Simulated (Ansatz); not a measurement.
# Cl2GeH4OSi: a ladder of functionals and wavefunction methods

Aim: compute Cl2GeH4OSi with functionals from several rungs and with coupled cluster. The yardstick is the atomisation energy at the CCSD(T) limit.

Method: functionals in def2-TZVPP, the program's frozen cores in correlated methods; program: Ansatz 0.2.0, Gaussian basis.

Plan: LDA (SPW92), PBE-D4, revPBE-D4, BLYP-D4, r2SCAN-D4, B97M-V, PBE0-D4, B3LYP-D4, r2SCANh-D4, r2SCAN0-D4, HSE06-D4, BHLYP-D4, CAM-B3LYP-D4, LC-ωPBE, ωB97X-V, ωB97M-V, B2PLYP, PBE-QIDH; CCSD(T)/def2-SVP; CCSD(T)/def2-TZVPP; MP2/def2-QZVPP; extrapolation to the limit; RPA on PBE.

## 1. Structure used throughout

The geometry comes from an earlier relaxation with PBE0-D4 in a triple-zeta def2 set; it is a stationary point, not always the lowest conformer.

SMILES `Cl[SiH](Cl)[O][GeH3]`, 9 atoms, charge 0, spin multiplicity 1.

Atoms are counted from 1 here; the program's logs count them from 0.

Bond lengths: Cl1–Si2 2.048 Å, Si2–Cl3 2.045 Å, Si2–O4 1.603 Å, Si2–H6 1.469 Å, O4–Ge5 1.792 Å, Ge5–H7 1.534 Å, Ge5–H8 1.532 Å, Ge5–H9 1.531 Å. Angles: Cl1–Si2–Cl3 107.4°, Cl1–Si2–O4 110.5°, Cl1–Si2–H6 109.0°, Cl3–Si2–O4 110.8°, Cl3–Si2–H6 108.9°, O4–Si2–H6 110.2°, Si2–O4–Ge5 135.2°, O4–Ge5–H7 108.2°, O4–Ge5–H8 106.7°, O4–Ge5–H9 104.8°, H7–Ge5–H8 112.1°, H7–Ge5–H9 112.4°, H8–Ge5–H9 112.2°.

## 2. LDA

This LDA is Slater exchange with PW92 correlation.

in.yaml

```yaml
crystal:
  periodic: [false, false, false]
  atoms:
    - {symbol: Cl, position_ang: [-1.700524, -1.243558, 1.514341]}
    - {symbol: Si, position_ang: [-0.695095, 0.520455, 1.247571]}
    - {symbol: Cl, position_ang: [0.915385, 0.504341, 2.508017]}
    - {symbol: O, position_ang: [-0.223414, 0.672101, -0.277399]}
    - {symbol: Ge, position_ang: [0.678292, -0.353398, -1.438478]}
    - {symbol: H, position_ang: [-1.577668, 1.634306, 1.619394]}
    - {symbol: H, position_ang: [1.606392, -1.277161, -0.639976]}
    - {symbol: H, position_ang: [-0.368028, -1.138534, -2.236744]}
    - {symbol: H, position_ang: [1.453159, 0.635146, -2.313624]}
basis:
  gaussian: {orbitals: def2-TZVPP}
hamiltonian: {xc: lda}
output: {orbitals: {seedname: orbitals}}
```

After this run come: PBE-D4 (GGA); revPBE-D4 (GGA); BLYP-D4 (GGA); r2SCAN-D4 (meta-GGA); B97M-V (meta-GGA); PBE0-D4 (hybrid); B3LYP-D4 (hybrid); r2SCANh-D4 (hybrid); r2SCAN0-D4 (hybrid); HSE06-D4 (hybrid); BHLYP-D4 (hybrid); CAM-B3LYP-D4 (range-separated); LC-ωPBE-D4 (range-separated); ωB97X-V (range-separated); ωB97M-V (range-separated); B2PLYP (double hybrid); PBE-QIDH (double hybrid); CCSD(T) in def2-SVP; CCSD(T) in def2-TZVPP; MP2 in def2-QZVPP; RPA on PBE orbitals.

**Question.** What will the summary of the whole plan be? Wanted: atomisation energy, CCSD(T)/CBS; farthest beyond LDA; mean size of error, GGA; mean size of error, meta-GGA; mean size of error, hybrid; mean size of error, range-separated; mean size of error, double hybrid; gap, smallest and largest; T1 diagnostic.

As calculated:

| quantity | value |
| --- | --- |
| atomisation energy, CCSD(T)/CBS | 2915.7 kJ/mol |
| functionals within 29.2 kJ/mol (1.0 %) | PBE-D4, r2SCAN-D4, B97M-V, r2SCANh-D4, ωB97X-V, ωB97M-V |
| farthest beyond LDA | BHLYP-D4 (-108.2 kJ/mol) |
| mean size of error, GGA | 66.7 kJ/mol |
| mean size of error, meta-GGA | 14.3 kJ/mol |
| mean size of error, hybrid | 59.6 kJ/mol |
| mean size of error, range-separated | 29.0 kJ/mol |
| mean size of error, double hybrid | 57.6 kJ/mol |
| gap, smallest and largest | 6.22 eV (LDA (SPW92)), 13.78 eV (LC-ωPBE) |
| T1 diagnostic | 0.0109 |
| triples share of the correlation energy | 3.8 % |

LDA overbinds by 362.4 kJ/mol (12 %). PBE-D4 is off by -27.4 kJ/mol. Double hybrids carry the basis error of their MP2 part in triple zeta, and no dispersion term here, so their miss is partly the set-up's. The rungs meta-GGA, range-separated miss on average by less than the doubt on the reference (29.2 kJ/mol), so they tie. The reference freezes the cores and leaves out relativity and excitations past (T), and its outer-core shells are covered unevenly, so misses under about 29.2 kJ/mol can't be ranked. Hartree-Fock recovers 73 % of the binding; the rest is correlation. CCSD(T) in def2-SVP is off by -257.1 kJ/mol, which most functionals beat. The gap grows from 6.2 to 13.8 eV across the functionals, mostly with the share of exact exchange. Correlated methods include outer-core shells of Ge, which these sets cover unevenly.
